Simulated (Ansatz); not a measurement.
# Ti (Titanium): the cost of one run

Computed with the Python package of Ansatz 0.2.0. Level of theory: DFT r2SCAN+D4, plane waves, PAW.

## (1) The system

Symmetry: P6_3/mmc, No. 194, hexagonal system. The conventional cell has a = 2.950 Å, b = 2.950 Å, c = 4.680 Å, α = 90.00°, β = 90.00°, γ = 120.00°. Around Ti (site symmetry -6m2) lie 12 Ti at 2.89 to 2.95 Å.

ti.extxyz, read by the script:

```xyz
2
Lattice="2.95 0.0 0.0 -1.475 2.55477494 0.0 0.0 0.0 4.68" Properties=species:S:1:pos:R:3 pbc="T T T"
Ti   -0.00000000    1.70318329    1.17000000
Ti    1.47500000    0.85159165    3.51000000
```

## (2) The script

File vcrelax_ti.py:

```python
import ansatz as az
from ase import Atoms
from ase.data import atomic_numbers
from ase.io import write
from ase.neighborlist import neighbor_list
import numpy as np
import spglib

XC = "r2scan"
VDW = "D4"
K_DENSITY = 3.7
SMEARING = "Gaussian"
WIDTH_EV = 0.1
CUTOFF = 600
FMAX = 0.01

def edges_and_angles(cell):
    cell = np.asarray(cell)
    a, b, c = np.linalg.norm(cell, axis=1)
    cosines = cell[1] @ cell[2] / (b * c), cell[0] @ cell[2] / (a * c), cell[0] @ cell[1] / (a * b)
    return (a, b, c, *np.degrees(np.arccos(cosines)))

structure = az.Crystal.from_extxyz("ti.extxyz")

calc = structure.calculation()
calc = calc.functional(XC, dispersion=VDW)
calc = calc.kpoints(density=K_DENSITY)
calc = calc.occupations(SMEARING, width=WIDTH_EV)
calc = calc.basis(CUTOFF)
calc = calc.relax(force_tolerance=FMAX, fix_cell=["angles"], stress_tolerance=0.05)
steps = []


def collect(event):
    if event["event"] == "relax_step":
        steps.append(event["data"])


result = calc.session().plan().execute(on_event=collect)
r = result.report
for s in steps:
    flag = "" if s["accepted"] else "  (rejected)"
    print("step %2d  E = %.5f eV  largest force component = %.4f eV/A%s" % (s["step"], s["lagrangian_ev"], s["allowed_force_max_ev_ang"], flag))

first, last = steps[0], steps[-1]
symbols = [site.symbol for site in result.lattice.sites]
print(f"energy gained {first['lagrangian_ev'] - last['lagrangian_ev']:.4f} eV in {len(steps) - 1} steps")
for label, vectors in (("before", first["cell_ang"]), ("after", result.lattice.cell_ang)):
    print(label, "a b c (A) {:.4f} {:.4f} {:.4f}  angles {:.2f} {:.2f} {:.2f}".format(*edges_and_angles(vectors)), f" V = {abs(np.linalg.det(vectors)):.3f} A^3")
print("final stress xx yy zz (GPa, compression positive):", np.round(np.diag(r["stress_gpa"]), 3) + 0.0)

change = np.array(last["positions_ang"]) @ np.linalg.inv(last["cell_ang"]) - np.array(first["positions_ang"]) @ np.linalg.inv(first["cell_ang"])
moved = np.linalg.norm(change @ np.array(last["cell_ang"]), axis=1)
print("displacement within the cell, strain taken out (A):", " ".join(f"{s}:{d:.3f}" for s, d in zip(symbols, moved)))

relaxed = Atoms(symbols, positions=[site.position_ang for site in result.lattice.sites], cell=result.lattice.cell_ang, pbc=True)
write("relaxed.extxyz", relaxed, format="extxyz")

final = Atoms(symbols, positions=last["positions_ang"], cell=result.lattice.cell_ang, pbc=True)
i, j, d = neighbor_list("ijd", final, 4.5)
print("neighbours within 1.1 times the shortest distance of each atom (A)")
for atom in range(len(final)):
    near = [m for m in np.argsort(d) if i[m] == atom]
    shell = [m for m in near if d[m] < 1.1 * d[near[0]]]
    print(f"{symbols[atom]}{atom} ({len(shell)}):", ", ".join(f"{symbols[j[m]]} {d[m]:.3f}" for m in shell))

fractions = [site.position_frac for site in result.lattice.sites]
numbers = [atomic_numbers[s] for s in symbols]
for tolerance in (1e-3, 1e-2, 1e-1):
    print(f"space group at {tolerance} A:", spglib.get_spacegroup((result.lattice.cell_ang, fractions, numbers), symprec=tolerance))

energy = r["free_energy_ev"]
print("Ti: {:.6f} eV = {:.6f} Ry = {:.6f} Ha".format(energy, energy / 13.605693, energy / 27.211386))
print("Fermi level {:.4f} eV, {} k-points, {} symmetry operations".format(r["fermi_energy_ev"], r["n_kpoints"], r["n_symmetry_ops"]))
```

## (3) The input behind the calls

The engine receives this input:

```yaml
crystal:
  lattice:
    - [2.95, 0.0, 0.0]
    - [-1.475, 2.55477494, 0.0]
    - [0.0, 0.0, 4.68]
  atoms:
    - { symbol: Ti, position: [0.3333333326809601, 0.6666666653619202, 0.25] }
    - { symbol: Ti, position: [0.6666666673190399, 0.3333333346380797, 0.75] }
basis:
  ecutwfc: 600.0
kpoints:
  mp_grid:
    kspacing: 0.27027027027027023
hamiltonian:
  xc: r2scan
  dispersion: d4
scf:
  occupations:
    method: gaussian
    width: 0.1
relax:
  f_tol: 0.01
  cell:
    stress_tol: 0.05
    fix: [angles]
```

## (4) The run

The run is started by

```console
> python vcrelax_ti.py
```

Q: Estimate wall time and peak memory on 1 thread of Arm Neoverse V1, shared host.

About 41 s, with a peak of 0.59 GiB.
